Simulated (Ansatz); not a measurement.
In3Se:

```
CELL_PARAMETERS angstrom
4.80376 0.00000 0.00000
0.00000 4.80376 0.00000
0.00000 0.00000 4.80376
ATOMIC_POSITIONS crystal
In 0.50000 0.50000 0.00000
In 0.50000 0.00000 0.50000
In 0.00000 0.50000 0.50000
Se 0.00000 0.00000 0.00000
```

The cell comes from a database or a generator and needn't be the stable form of this composition.

| Item | Value |
| --- | --- |
| Program | Ansatz 0.2.0 |
| Task | single point |
| Functional | PBEsol |
| Potentials or basis | all-electron LAPW, scalar-relativistic |
| Cutoff | 160 eV (chosen from the basis error) |
| Basis error allowed | 0.001 eV/atom |
| k mesh | 6 × 6 × 6 |
| Occupations | fermi-dirac, width 0.05 eV |
| Spin | no spin polarisation |

On this cell: pressure -2.9 GPa; largest force zero by symmetry; band gap on the k mesh none (metal or under the smearing width).

The same run follows on a disturbed copy (atoms moved at random, drawn with an rms of 0.05 Å):

```
CELL_PARAMETERS angstrom
4.80376 0.00000 0.00000
0.00000 4.80376 0.00000
0.00000 0.00000 4.80376
ATOMIC_POSITIONS crystal
In 0.48741 0.50876 0.00027
In 0.50240 0.99353 0.49784
In 0.99282 0.49728 0.49887
Se 0.99876 0.00056 0.00079
```

**Question.** What changes?

**Answer.** The energy (extrapolated to zero smearing) moves by +0.7 meV/atom; pressure -2.9 GPa; largest force 0.091 eV/Å; band gap on the k mesh none (metal or under the smearing width).

Forces in eV/Å, atoms in the order of the input:
```
In   0.000 -0.057 -0.021
In  -0.021  0.087  0.011
In   0.013 -0.041  0.009
Se   0.008  0.010  0.000
```
